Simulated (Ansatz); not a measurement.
Write a Python script for Ansatz's Python interface that makes harmonic frequencies at the relaxed geometry of AlFH5NSi2, SMILES N[SiH]1[AlH][SiH]1F. Use (for the species named): PBE0, def2-SVP basis, multiplicity 1, D4 dispersion.

```xyz
10

N    -1.8489   -0.0952   -0.6453
Si   -0.2699   -0.7797   -0.5383
Al    0.5861   -0.7344    1.6594
Si    1.3717    0.7225   -0.1000
F     0.7059    2.2742    0.0501
H    -1.9480    0.4355   -1.5896
H    -1.9255    0.7060    0.0674
H     0.0792   -1.8604   -1.4694
H     0.6946   -1.2443    3.2218
H     2.6378    0.5247   -0.6530
```

Script `alfh5nsi2_freq.py`:
```python
# -*- coding: utf-8 -*-
'''Vibrations of AlFH5NSi2.'''

from dataclasses import dataclass
import itertools

import ansatz as az
from ase import Atoms
from ase.data import atomic_numbers, covalent_radii
from ase.thermochemistry import IdealGasThermo
import numpy as np


@dataclass(frozen=True)
class RunConfig:
    basis_set: str = 'def2-SVP'
    xc: str = 'pbe0'
    vdw: str = 'd4'


settings = RunConfig()

geometry_ang = [
    ('N', (-1.8489, -0.0952, -0.6453)),
    ('Si', (-0.2699, -0.7797, -0.5383)),
    ('Al', (0.5861, -0.7344, 1.6594)),
    ('Si', (1.3717, 0.7225, -0.1)),
    ('F', (0.7059, 2.2742, 0.0501)),
    ('H', (-1.948, 0.4355, -1.5896)),
    ('H', (-1.9255, 0.706, 0.0674)),
    ('H', (0.0792, -1.8604, -1.4694)),
    ('H', (0.6946, -1.2443, 3.2218)),
    ('H', (2.6378, 0.5247, -0.653)),
]
system = az.Crystal.molecule()
for symbol, xyz in geometry_ang:
    system = system.atom(symbol, xyz)

calc = system.calculation()
calc = calc.basis(gaussian=settings.basis_set)
calc = calc.functional(settings.xc, dispersion=settings.vdw)
symbols = [site.symbol for site in system.cartesian_sites]
start = np.array([site.position_ang for site in system.cartesian_sites], dtype=float)
r = calc.relax(force_tolerance=0.003).run(threads=1).report
end = np.array(r['positions_ang'])

# pairs closer than 1.2 times the sum of covalent radii, before or after
radius = [covalent_radii[atomic_numbers[s]] for s in symbols]
span = lambda where, i, j: np.linalg.norm(where[i] - where[j])
bonded = [(i, j) for i, j in itertools.combinations(range(len(symbols)), 2) if min(span(start, i, j), span(end, i, j)) < 1.2 * (radius[i] + radius[j])]
print('pair        before    after (A)')
for i, j in bonded:
    print(f'{symbols[i]}{i}-{symbols[j]}{j}'.ljust(10), f'{span(start, i, j):8.4f} {span(end, i, j):8.4f}')

# same settings at the minimum
minimum = az.Crystal.molecule()
for symbol, place in zip(symbols, end):
    minimum = minimum.atom(symbol, place.tolist())
vibrating = (
    minimum.calculation()
    .basis(gaussian=settings.basis_set)
    .functional(settings.xc, dispersion=settings.vdw)
    .phonons(temperatures=(100, 500, 100))
)
vib = vibrating.run(threads=1).report['vibrations']
sums = vib['harmonic_sums']
modes = [m['omega_inv_cm'] for m in sums['modes_at_gamma'] if m['rigid_motion'] == 'no']
for number, w in enumerate(modes, start=1):
    print(f'mode {number:2d} {w:9.1f} 1/cm {w / 8065.544 * 1000:8.2f} meV')
print('imaginary modes:', sum(w < 0 for w in modes), ' zero-point energy:', round(sums['zero_point_energy_ev'], 4), 'eV')
# rigid rotor and ideal gas, symmetry number taken as one
gas = IdealGasThermo(vib_energies=[w / 8065.544 for w in modes if w > 0], geometry='linear' if len(modes) == 3 * len(symbols) - 5 else 'nonlinear',
                     atoms=Atoms(symbols, positions=end), symmetrynumber=1, spin=0.0)
print(f'H(298 K) - E = {gas.get_enthalpy(298.15, verbose=False):.4f} eV')
print(f'S(298 K, 1 bar) = {96485.33 * gas.get_entropy(298.15, 1e5, verbose=False):.1f} J/(mol K) with symmetry number 1')
```

Running `python alfh5nsi2_freq.py` prints:
```text
pair        before    after (A)
N0-Si1       1.7243   1.7079
N0-H5        1.0877   1.0134
N0-H6        1.0750   1.0132
Si1-Al2      2.3590   2.3211
Si1-Si3      2.2679   2.3003
Si1-H7       1.4686   1.6910
Al2-Si3      2.4156   2.4335
Al2-H8       1.6471   1.5893
Si3-F4       1.6952   1.6405
Si3-H9       1.3957   1.4999
mode  1     130.4 1/cm    16.17 meV
mode  2     145.7 1/cm    18.07 meV
mode  3     176.5 1/cm    21.88 meV
mode  4     212.8 1/cm    26.39 meV
mode  5     302.6 1/cm    37.52 meV
mode  6     321.1 1/cm    39.81 meV
mode  7     346.3 1/cm    42.94 meV
mode  8     416.6 1/cm    51.65 meV
mode  9     439.7 1/cm    54.52 meV
mode 10     454.3 1/cm    56.33 meV
mode 11     464.9 1/cm    57.64 meV
mode 12     605.9 1/cm    75.12 meV
mode 13     621.7 1/cm    77.09 meV
mode 14     759.7 1/cm    94.19 meV
mode 15     836.6 1/cm   103.72 meV
mode 16     869.0 1/cm   107.74 meV
mode 17     925.9 1/cm   114.80 meV
mode 18     955.0 1/cm   118.40 meV
mode 19    1490.6 1/cm   184.81 meV
mode 20    1517.2 1/cm   188.10 meV
mode 21    1921.4 1/cm   238.23 meV
mode 22    2186.7 1/cm   271.12 meV
mode 23    3609.4 1/cm   447.51 meV
mode 24    3722.1 1/cm   461.48 meV
imaginary modes: 0  zero-point energy: 1.4526 eV
H(298 K) - E = 1.7010 eV
S(298 K, 1 bar) = 366.2 J/(mol K) with symmetry number 1
```

Caveats:
- The frequencies are harmonic and unscaled, in a modest basis. The result belongs to the one conformer reached from this start, and soft torsions count as harmonic oscillators.
- The entropy takes a symmetry number of 1; a symmetric molecule's is lower by R ln(sigma).
- Run time: 5.3 min on 1 thread of Intel(R) Xeon(R) Platinum 8488C (Sapphire Rapids), with other jobs on the host, peak memory 0.37 GiB.

(A comment or docstring line of the script was reworded after the run, the code is as it ran; lines on the test bed's own set-up are left out of the output.)
